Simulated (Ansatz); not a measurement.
Write a Python script for Ansatz 0.2.0, Python API that makes a comparison of functionals at one structure of SnTe, space group Fm-3m. Settings (first run): LDA, PAW, the default cutoff (420 eV here), 6×6×6 k-points, Fermi-Dirac smearing of 0.1 eV. The script varies functional: lda, blyp, pbe, r2scan.

Input file `snte.vasp`:
```text
SnTe
1.0
   0.00000000    3.15085000    3.15085000
   3.15085000    0.00000000    3.15085000
   3.15085000    3.15085000    0.00000000
Sn Te
1 1
Direct
   0.00000000    0.00000000    0.00000000
   0.50000000    0.50000000    0.50000000
```

Script `xc_snte.py`:
```python
import ansatz as az
from ase.io import read

atoms = read("snte.vasp", format="vasp")
structure = az.Crystal.from_ase(atoms)

calc = (
    structure.calculation()
    .occupations(az.OccupationsMethod.FERMI_DIRAC)
    .kpoints(6, 6, 6)
    .pseudopotentials("paw")
    .stress()
)

rows = []
for value in ["lda", "blyp", "pbe", "r2scan"]:
    rep = calc.functional(value).run(threads=1, pin="off").report
    rows.append((value, rep["free_energy_ev"] / len(rep["lattice"]["sites"]), rep["n_iterations"], sum(rep["stress_gpa"][i][i] for i in range(3)) / 3, rep["n_kpoints"]))

print("  functional   F/atom (eV)    iterations       P (GPa)      k-points")
for row in rows:
    print(f"{str(row[0]):>12s}  {row[1]:12.5f}  {row[2]:12d}  {row[3]:12.3f}  {row[4]:12d}")
```

```console
$ python xc_snte.py
DeckWarning: basis.ecutwfc = 420 eV, auto-derived from the records' recommended cutoffs: set by Sn (normal level)
DeckWarning: basis.ecutwfc = 500 eV, auto-derived from the records' recommended cutoffs: set by Sn (their level for a meta-GGA)
  functional   F/atom (eV)    iterations       P (GPa)      k-points
         lda   -6353.63631             7        -1.495            16
        blyp   -6519.11585             7         6.145            16
         pbe   -6502.36403             6         2.299            16
      r2scan   -6516.98763             6         1.585            16
```
(Warnings from the package without file and line.)

From lowest to highest: LDA (-1.5 GPa), r2SCAN (1.6 GPa), PBE (2.3 GPa) and BLYP (6.1 GPa). At a fixed cell a lower pressure usually means a smaller equilibrium volume, so LDA prefers the smallest cell and BLYP the largest.

Reading the output:
- The gap on the mesh is very small: such values hang on mesh and functional, which can close or open them.
- Of the deposited cell: the entry's cell lengths or inner coordinates differ somewhat from later room-temperature determinations.
- Pressure is positive in compression.
- The starting cell is as deposited in a crystallographic database; the results hold for this polymorph, which needn't be the stable one.
- Total energies of different functionals can't be compared; pressures, moments and gaps at this one structure can.
- The whole script took 9.3 s on 1 thread of Arm Neoverse V1, on a shared host, peak memory 0.65 GiB.
